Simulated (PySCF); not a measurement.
# C3H10Si (trimethylsilane): the cost of one run

The runs use PySCF 2.14.0, with density-fitted response routines of our own; the level of theory stands in each step. All values are computed, except where a source is named. Atoms count from 0, in the outputs and in this text.

## 1. The molecule as given

14 atoms, charge 0, multiplicity 1; geometry from: GFN2-xTB.

Bonds of the start (Å): C0–Si1 1.90, Si1–C2 1.90, Si1–C3 1.90, C0–H4 1.09, C0–H5 1.09, C0–H6 1.09, Si1–H7 1.48, C2–H8 1.09, C2–H9 1.09, C2–H10 1.09, C3–H11 1.09, C3–H12 1.09, C3–H13 1.09.

## 2. Optimising the geometry at PBE0-D3(BJ)/def2-SVP

The job: settings as JSON, then the geometry in Å.

```
{"job": {"xc": "PBE0", "basis": "def2-SVP", "d3": "d3bj", "grid": 1, "kind": "geom"}, "charge": 0, "multiplicity": 1}
C      0.108700     1.726870    -0.489070
Si    -0.092390     0.112230     0.498710
C     -1.553540    -0.884760    -0.204000
C      1.503090    -0.916690     0.361800
H     -0.783410     2.342330    -0.423500
H      0.294520     1.531510    -1.541680
H      0.939720     2.317040    -0.114620
H     -0.350910     0.436860     1.914600
H     -1.717330    -1.799770     0.357050
H     -1.381020    -1.163790    -1.239780
H     -2.475020    -0.311510    -0.169310
H      1.722400    -1.179500    -0.669600
H      2.357000    -0.369990     0.750050
H      1.426830    -1.841760     0.925040
```

Started as:

```
$ OMP_NUM_THREADS=1 python probes_run.py task.json out
```

The driver reads the jobs from task.json and runs them one after another.

Q: Estimate the wall time and peak memory of this first job on 1 thread of Arm Neoverse V2, shared host.

About 12 s, with a peak of 0.44 GiB.
